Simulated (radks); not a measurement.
# Ge⁴⁻ held by a Watson sphere

The task here is to estimate one member of a computed series from the others.

The numbers are computed with radks (a radial shooting solver on a logarithmic mesh, Libxc functionals) version 1 (scalar-relativistic Kohn-Sham, PBEsol, spin-polarised, spherical densities, finite nucleus), except any that are marked as measured or tabulated.

**Starting point**

```
element            : germanium (Z = 32)
charge             : -4
electrons          : 36
configuration      : [Kr]
nuclear rms radius : 4.0742 fm
```

Outer shells as boxes (Hund's rule):

Ge⁴⁻
```
[Ar] core
3d [↑↓][↑↓][↑↓][↑↓][↑↓]
4s [↑↓]
4p [↑↓][↑↓][↑↓]
```

The first run:

Settings of this run:

```text
Z 32
configuration [Kr]
relativity scalar-relativistic
functional pbe_sol,pbe_sol
spin polarised
nucleus finite rms 4.0742 fm
c 137.035999084
watson charge 4 radius 2.3 bohr
response adiabatic LDA kernel
```

Steps of the session up to this table: R = 2.3 bohr; R = 2.59 bohr; R = 2.77 bohr; R = 3.26 bohr; R = 4.02 bohr; R = 4.58 bohr; R = 4.73 bohr.

One table of the session follows, with a row left open; its other results are not shown here.

| R (bohr) | highest level (eV) | its <r> (bohr) | sum of <r²> (bohr²) | α (bohr³) |
| --- | --- | --- | --- | --- |
| 2.3 | -7.357 | 2.580 | 67.62 | 40.86 |
| 2.59 | -6.786 | 2.738 | 74.24 | 51.21 |
| 2.77 | ? | ? | ? | ? |
| 3.26 | -5.574 | 3.113 | 91.23 | 86.71 |
| 4.02 | -4.493 | 3.551 | 113.2 | 154.5 |
| 4.58 | -3.895 | 3.883 | 131.5 | 230.2 |
| 4.73 | -3.760 | 3.972 | 136.7 | 254.8 |

Estimate the missing values for R (bohr) = 2.77.

Worked estimate for «highest level (eV)». A straight line through the neighbours (2.59, -6.786) and (3.26, -5.574) gives -6.786 + (-5.574 + 6.786) × (2.77 − 2.59) / (3.26 − 2.59) = -6.460; a parabola fitted to 4 rows on both sides gives -6.433.

**Answer.** highest level (eV): -6.440; its <r> (bohr): 2.837; sum of <r²> (bohr²): 78.58; α (bohr³): 59.02. In «highest level (eV)» the line misses by -0.020 and the parabola by +0.007.

From R = 2.3 to 4.73 bohr the top level moves from -7.357 to -3.760 eV and its mean radius from 2.58 to 3.97 bohr. A wider sphere makes a shallower well, so the ion swells.
